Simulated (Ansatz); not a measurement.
# CH8O2Si2: a ladder of functionals and wavefunction methods

The task here is to estimate one member of a computed series from the others.

The runs use Ansatz 0.2.0, Gaussian basis; functionals in def2-TZVPP, the program's frozen cores in correlated methods.

Plan: PBE-D4, r2SCAN-D4, PBE0-D4, B3LYP-D4, ωB97X-V, ωB97M-V, B2PLYP; CCSD(T)/def2-TZVPP; MP2/def2-QZVPP; extrapolation to the limit.

### The relaxed structure

An earlier PBE0-D4 in a triple-zeta def2 set relaxation fixed the geometry.

SMILES `OC[SiH](O)[SiH3]`, 13 atoms, charge 0, spin multiplicity 1.

Atoms are counted from 1 here; the program's logs count them from 0.

Bond lengths: O1–C2 1.421 Å, O1–H6 0.962 Å, C2–Si3 1.887 Å, C2–H7 1.101 Å, C2–H8 1.094 Å, Si3–O4 1.664 Å, Si3–Si5 2.350 Å, Si3–H9 1.485 Å, O4–H10 0.958 Å, Si5–H11 1.491 Å, Si5–H12 1.489 Å, Si5–H13 1.488 Å. Angles: C2–O1–H6 108.1°, O1–C2–Si3 110.3°, O1–C2–H7 111.2°, O1–C2–H8 107.2°, Si3–C2–H7 111.2°, Si3–C2–H8 110.3°, H7–C2–H8 106.4°, C2–Si3–O4 106.7°, C2–Si3–Si5 111.9°, C2–Si3–H9 109.4°, O4–Si3–Si5 112.0°, O4–Si3–H9 105.1°, Si5–Si3–H9 111.3°, Si3–O4–H10 117.7°, Si3–Si5–H11 109.8°, Si3–Si5–H12 110.4°, Si3–Si5–H13 111.5°, H11–Si5–H12 108.2° and more.

As a file:

```mol
CH8O2Si2
  3D, bonds by distance, orders not assigned

 13 12  0  0  0  0  0  0  0  0999 V2000
   -2.1238    1.4983    0.6292 O   0  0
   -1.5363    0.2381    0.3365 C   0  0
    0.3441    0.3496    0.4478 Si  0  0
    0.7944    1.7127   -0.3940 O   0  0
    1.3874   -1.5855   -0.3835 Si  0  0
   -1.6203    2.1764    0.1678 H   0  0
   -1.8552   -0.1305   -0.6508 H   0  0
   -1.9190   -0.4763    1.0718 H   0  0
    0.7414    0.6137    1.8545 H   0  0
    0.9757    1.6183   -1.3298 H   0  0
    1.1443   -1.6992   -1.8505 H   0  0
    0.8298   -2.7986    0.2750 H   0  0
    2.8578   -1.5520   -0.1593 H   0  0
  1  2  8  0
  2  3  8  0
  3  4  8  0
  3  5  8  0
  1  6  8  0
  2  7  8  0
  2  8  8  0
  3  9  8  0
  4 10  8  0
  5 11  8  0
  5 12  8  0
  5 13  8  0
M  END
```

The first run:

in.yaml

```yaml
crystal:
  periodic: [false, false, false]
  atoms:
    - {symbol: O, position_ang: [-2.123784, 1.498286, 0.629154]}
    - {symbol: C, position_ang: [-1.536273, 0.238125, 0.336451]}
    - {symbol: Si, position_ang: [0.344133, 0.349643, 0.447849]}
    - {symbol: O, position_ang: [0.794395, 1.712711, -0.394022]}
    - {symbol: Si, position_ang: [1.387408, -1.585548, -0.383507]}
    - {symbol: H, position_ang: [-1.620302, 2.176409, 0.167796]}
    - {symbol: H, position_ang: [-1.855161, -0.130459, -0.650792]}
    - {symbol: H, position_ang: [-1.918993, -0.476276, 1.071843]}
    - {symbol: H, position_ang: [0.741416, 0.613667, 1.854513]}
    - {symbol: H, position_ang: [0.975655, 1.618253, -1.329783]}
    - {symbol: H, position_ang: [1.144266, -1.699223, -1.850466]}
    - {symbol: H, position_ang: [0.829837, -2.798585, 0.275001]}
    - {symbol: H, position_ang: [2.857798, -1.552004, -0.159336]}
basis:
  gaussian: {orbitals: def2-TZVPP}
hamiltonian: {xc: pbe, dispersion: d4}
output: {forces: true, orbitals: {seedname: orbitals}}
```

On the command line:

```sh
> ansatz run in.yaml --threads 4 --pin off --events-out ev --progress --plain --max-ram 10444MiB
```

Steps of the session up to this table: PBE-D4 (GGA); r2SCAN-D4 (meta-GGA); PBE0-D4 (hybrid); B3LYP-D4 (hybrid); ωB97X-V (range-separated); ωB97M-V (range-separated); B2PLYP (double hybrid); CCSD(T) in def2-TZVPP; MP2 in def2-QZVPP.

One table of the session follows, with a row left open; its other results are not shown here.

| method | atomisation energy (kJ/mol) |
| --- | --- |
| PBE-D4 | 4496.3 |
| r2SCAN-D4 | ? |
| PBE0-D4 | 4425.6 |
| B3LYP-D4 | 4452.0 |
| ωB97X-V | 4484.7 |
| ωB97M-V | 4469.8 |
| B2PLYP | 4400.6 |
| HF/def2-TZVPP | 3222.7 |
| MP2/def2-TZVPP | 4391.6 |
| CCSD/def2-TZVPP | 4292.3 |
| CCSD(T)/def2-TZVPP | 4350.2 |
| MP2/CBS | 4518.5 |
| CCSD(T)/CBS | 4477.0 |

**Question.** Estimate the row for r2SCAN-D4.

**Answer.** atomisation energy (kJ/mol): 4464.7. In the column «atomisation energy (kJ/mol)» it lies between B3LYP-D4 (4452.0) and ωB97M-V (4469.8).

Among the levels timed on like hardware and quicker than the yardstick, those that no quicker one beats, quickest first: PBE-D4 (3.8 s, +19.2 kJ/mol); r2SCAN-D4 (6.5 s, -12.4 kJ/mol); ωB97X-V (12 s, +7.7 kJ/mol); ωB97M-V (17 s, -7.3 kJ/mol).

B2PLYP carry no dispersion term (for B3LYP, D4 adds 43.2 kJ/mol).

Limits of these values: Free atoms (2 O, 1 C, 2 Si, 8 H) were run apart at each level; the atomisation energy is their sum less the molecule, without zero-point or spin-orbit terms.
